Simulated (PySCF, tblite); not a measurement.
**C₄H₈GeO₃Si: geometry, infrared bands and NMR shifts**

Wanted: the infrared bands and NMR shifts of C₄H₈GeO₃Si (`C#C[SiH2][O][Ge@H]([CH]=O)[O]C`), by calculation.

Computed with tblite 0.8.0 and PySCF 2.14.0, with density-fitted response routines of our own, on a single molecule in the gas phase. Atoms are numbered from 0 throughout.

**1. Starting geometry**

17 atoms, charge 0, multiplicity 1; geometry from: force field or distance geometry start.

Bonds of the start (Å): C0–C1 1.22, C1–Si2 1.80, Si2–O3 1.73, O3–Ge4 1.79, Ge4–C5 1.92, C5–O6 1.21, Ge4–O7 1.79, O7–C8 1.41, C0–H9 1.05, Si2–H10 1.48, Si2–H11 1.48, Ge4–H12 1.55, C5–H13 1.09, C8–H14 1.10, C8–H15 1.12, C8–H16 1.12.

**2. Geometry optimisation with GFN2-xTB**

What the job is given:

```
{"job": {"kind": "relax", "xc": "GFN2-xTB", "basis": "xTB"}, "charge": 0, "multiplicity": 1}
C      4.528400    -0.940300     0.714700
C      3.342700    -0.866400     0.434400
Si     1.591200    -0.773800     0.038900
O      1.054400     0.865100     0.197500
Ge    -0.689100     0.843100    -0.202500
C     -1.319500     2.653900    -0.334500
O     -2.480600     2.881200    -0.610400
O     -1.604800    -0.001900     1.087200
C     -2.474400    -0.920000     0.462300
H      5.545100    -0.996900     0.958300
H      1.385600    -1.223700    -1.353200
H      0.828200    -1.647500     0.953200
H     -0.904400     0.170700    -1.582500
H     -0.626900     3.477100    -0.159100
H     -1.914700    -1.681300    -0.100700
H     -3.067300    -1.437300     1.258000
H     -3.200900    -0.389900    -0.200600
```

Launch:

```bash
OMP_NUM_THREADS=1 python probes_run.py task.json out
```

One launch serves the whole session: the jobs run in the order shown.

**Question.** This job is followed by: GFN2-xTB harmonic vibrations, gas phase; GIAO PBE0/pcSseg-1 NMR shielding, non-relativistic, gas phase. Predict these results of the whole session: strongest single infrared mode (GFN2-xTB); zero-point energy (GFN2-xTB); 13C shifts against TMS (PBE0/pcSseg-1); 1H shifts against TMS (PBE0/pcSseg-1, means over atoms taken as alike); 29Si shifts against TMS (PBE0/pcSseg-1); 17O shifts against H2O (PBE0/pcSseg-1); 73Ge shifts against GeMe4 (PBE0/pcSseg-1).

**Answer**, as computed:

| quantity | value |
| --- | --- |
| strongest single infrared mode (GFN2-xTB) | 900 cm⁻¹, 461 km/mol |
| zero-point energy (GFN2-xTB) | 64.4 kcal/mol |
| 13C shifts against TMS (PBE0/pcSseg-1) | 227.7, 104.6, 90.7, 56.0 ppm |
| 1H shifts against TMS (PBE0/pcSseg-1, means over atoms taken as alike) | 11.66, 5.58, 5.43, 5.26, 4.12, 2.03 ppm |
| 29Si shifts against TMS (PBE0/pcSseg-1) | -50.6 ppm |
| 17O shifts against H2O (PBE0/pcSseg-1) | 870.7, 52.1, 33.3 ppm |
| 73Ge shifts against GeMe4 (PBE0/pcSseg-1) | -84 ppm |

**Reading.** Relaxing lowered the energy by 0.980 eV in 174 steps; the close pair that moved most is Si2–Ge4, from 2.806 to 3.192 Å. No mode is imaginary among the 45: a minimum at this level. The strongest single mode, at 900 cm⁻¹, moves mainly O3. GFN2-xTB is a fitted tight-binding method: band positions and strengths are rough. Its intensities can rank the bands wrongly. At PBE0/pcSseg-1: The widest tensor belongs to O6: span 1838 ppm, with a paramagnetic part of -933 ppm. Spin-orbit coupling is left out, which matters for shieldings and couplings at and beside the heavy atoms.
